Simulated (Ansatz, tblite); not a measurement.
# GeFH3 (GeH3F): charged states by level of theory

One table from this session's results is given with a row withheld; the runs are named, their logs left out.

Method: as each input shows; program: Ansatz 0.2.0, Gaussian basis.

Levels to be run: charge +1 doublet, at the geometry of the singlet (PBE0-D4/def2-TZVP, PBE-D4/def2-TZVP, r2SCAN-D4/def2-TZVP, LC-ωPBE(0.10)/def2-TZVP, LC-ωPBE(0.15)/def2-TZVP, LC-ωPBE(0.20)/def2-TZVP, LC-ωPBE(0.30)/def2-TZVP, CCSD(T)/def2-TZVPP); charge -1 doublet, at the geometry of the singlet (PBE0-D4/def2-TZVPD, PBE-D4/def2-TZVPD, r2SCAN-D4/def2-TZVPD, LC-ωPBE(0.10)/def2-TZVP, LC-ωPBE(0.15)/def2-TZVP, LC-ωPBE(0.20)/def2-TZVP, LC-ωPBE(0.30)/def2-TZVP, CCSD(T)/def2-TZVPD); the starting singlet's energies come from earlier runs.

## The relaxed structure

The singlet was relaxed beforehand with PBE-D4/def2-TZVP.

5 atoms, charge 0, spin multiplicity 1.

Atoms are counted from 1 here; the program's logs count them from 0.

Bond lengths: Ge1–F2 1.766 Å, Ge1–H3 1.544 Å, Ge1–H4 1.544 Å, Ge1–H5 1.544 Å. Angles: F2–Ge1–H3 106.2°, F2–Ge1–H4 106.1°, F2–Ge1–H5 106.2°, H3–Ge1–H4 112.6°, H3–Ge1–H5 112.6°, H4–Ge1–H5 112.6°.

The first run:

Input file in.yaml:

```yaml
crystal:
  periodic: [false, false, false]
  atoms:
    - {symbol: Ge, position_ang: [-0.000640, 0.001036, -0.095352]}
    - {symbol: F, position_ang: [0.010865, -0.019372, 1.670133]}
    - {symbol: H, position_ang: [1.479834, 0.011059, -0.534511]}
    - {symbol: H, position_ang: [-0.749072, 1.288148, -0.505148]}
    - {symbol: H, position_ang: [-0.740986, -1.280872, -0.535122]}
basis:
  gaussian: {orbitals: def2-TZVP}
total_charge: 1
magnetization: {spin_polarized: true, initial_magnetization: 1}
hamiltonian: {xc: pbe0, dispersion: d4}
output: {orbitals: {seedname: orbitals}}
```

Command:

```
$ ansatz run in.yaml --threads 4 --pin off --events-out ev --progress --plain --max-ram 3916MiB
```

Steps of the session up to this table: Charge +1 doublet at the fixed geometry, PBE0-D4/def2-TZVP; Charge +1 doublet at the fixed geometry, PBE-D4/def2-TZVP; Charge +1 doublet at the fixed geometry, r2SCAN-D4/def2-TZVP; Charge +1 doublet at the fixed geometry, LC-ωPBE(0.10)/def2-TZVP; Charge +1 doublet at the fixed geometry, LC-ωPBE(0.15)/def2-TZVP; Charge +1 doublet at the fixed geometry, LC-ωPBE(0.20)/def2-TZVP; Charge +1 doublet at the fixed geometry, LC-ωPBE(0.30)/def2-TZVP; Charge +1 doublet at the fixed geometry, CCSD(T)/def2-TZVPP.

One table of the session follows, with a row left open; its other results are not shown here.

| method | vertical ionisation energy (eV) |
| --- | --- |
| HF/def2-TZVPP | 12.20 |
| PBE-D4/def2-TZVP | 11.83 |
| r2SCAN-D4/def2-TZVP | 12.05 |
| PBE0-D4/def2-TZVP | 12.25 |
| MP2/def2-TZVPP | 12.72 |
| CCSD/def2-TZVPP | 12.71 |
| CCSD(T)/def2-TZVPP | ? |

Q: Estimate the row for CCSD(T)/def2-TZVPP from the others.

**Answer.** vertical ionisation energy (eV): 12.61. In the column «vertical ionisation energy (eV)» it lies between PBE0-D4/def2-TZVP (12.25) and CCSD/def2-TZVPP (12.71).
